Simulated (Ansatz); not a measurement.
# C2H7FSi2: up Jacob's ladder to CCSD(T)

How much do the methods differ for C2H7FSi2? The plan is to run it at one geometry with functionals of several rungs and with coupled cluster. The yardstick is the atomisation energy at the CCSD(T) limit.

The runs use Ansatz 0.2.0, Gaussian basis; functionals in def2-TZVPP, the program's frozen cores in correlated methods.

Levels to be run: PBE-D4, r2SCAN-D4, PBE0-D4, B3LYP-D4, ωB97X-V, ωB97M-V, B2PLYP; CCSD(T)/def2-TZVPP; MP2/def2-QZVPP; extrapolation to the limit.

**1. Structure used throughout**

All runs share one geometry, relaxed beforehand with PBE0-D4 in a triple-zeta def2 set.

SMILES `CC1(F)[SiH2][SiH2]1`, 12 atoms, charge 0, spin multiplicity 1.

Atoms are counted from 1 here; the program's logs count them from 0.

Bond lengths: C1–C2 1.505 Å, C1–H6 1.094 Å, C1–H7 1.094 Å, C1–H8 1.094 Å, C2–F3 1.388 Å, C2–Si4 1.922 Å, C2–Si5 1.922 Å, Si4–Si5 2.267 Å, Si4–H9 1.482 Å, Si4–H10 1.484 Å, Si5–H11 1.484 Å, Si5–H12 1.482 Å. Angles: C2–C1–H6 110.7°, C2–C1–H7 110.9°, C2–C1–H8 110.9°, H6–C1–H7 107.8°, H6–C1–H8 107.8°, H7–C1–H8 108.7°, C1–C2–F3 110.7°, C1–C2–Si4 116.7°, C1–C2–Si5 116.7°, F3–C2–Si4 118.0°, F3–C2–Si5 118.0°, Si4–C2–Si5 72.3°, C2–Si4–Si5 53.9°, C2–Si4–H9 115.5°, C2–Si4–H10 116.9°, Si5–Si4–H9 116.3°, Si5–Si4–H10 126.3°, H9–Si4–H10 113.9° and more.

**2. PBE-D4 (GGA)**

File in.yaml:

```yaml
crystal:
  periodic: [false, false, false]
  atoms:
    - {symbol: C, position_ang: [-0.638409, -0.647799, 1.268488]}
    - {symbol: C, position_ang: [0.431165, -0.349737, 0.252195]}
    - {symbol: F, position_ang: [1.602140, -1.029500, 0.557432]}
    - {symbol: Si, position_ang: [0.574974, 1.473800, -0.338975]}
    - {symbol: Si, position_ang: [-0.121316, -0.285955, -1.587950]}
    - {symbol: H, position_ang: [-1.561398, -0.111792, 1.028055]}
    - {symbol: H, position_ang: [-0.869238, -1.716873, 1.289679]}
    - {symbol: H, position_ang: [-0.322947, -0.336907, 2.268723]}
    - {symbol: H, position_ang: [1.952552, 1.955993, -0.594121]}
    - {symbol: H, position_ang: [-0.294149, 2.469024, 0.336384]}
    - {symbol: H, position_ang: [-1.529345, -0.653050, -1.878890]}
    - {symbol: H, position_ang: [0.852974, -0.822504, -2.566818]}
basis:
  gaussian: {orbitals: def2-TZVPP}
hamiltonian: {xc: pbe, dispersion: d4}
output: {forces: true, orbitals: {seedname: orbitals}}
```

The run is started by

```
ansatz run in.yaml --threads 4 --pin off --events-out ev --progress --plain --max-ram 10444MiB
```

Further steps of the session: r2SCAN-D4 (meta-GGA); PBE0-D4 (hybrid); B3LYP-D4 (hybrid); ωB97X-V (range-separated); ωB97M-V (range-separated); B2PLYP (double hybrid); CCSD(T) in def2-TZVPP; MP2 in def2-QZVPP.

Before running them: what should the planned runs give, taken together? Wanted: atomisation energy, CCSD(T)/CBS; farthest; mean size of error, hybrid; mean size of error, range-separated; gap, smallest and largest; T1 diagnostic; triples share of the correlation energy.

The runs gave:

| quantity | value |
| --- | --- |
| atomisation energy, CCSD(T)/CBS | 976.9 kcal/mol |
| functionals within 4.9 kcal/mol (0.5 %) | PBE0-D4, B3LYP-D4, ωB97M-V |
| farthest | PBE-D4 (+15.8 kcal/mol) |
| mean size of error, hybrid | 1.4 kcal/mol |
| mean size of error, range-separated | 4.7 kcal/mol |
| gap, smallest and largest | 4.48 eV (PBE-D4), 10.74 eV (ωB97X-V) |
| T1 diagnostic | 0.0134 |
| triples share of the correlation energy | 3.8 % |

In words: PBE-D4 misses by +15.8 kcal/mol. Double hybrids carry the basis error of their MP2 part in triple zeta, and no dispersion term here, so their miss is partly the set-up's. The reference freezes the cores and leaves out relativity and excitations past (T), so misses under about 4.9 kcal/mol can't be ranked. Hartree-Fock recovers 73 % of the binding; the rest is correlation. The gap grows from 4.5 to 10.7 eV across the functionals, mostly with the share of exact exchange.
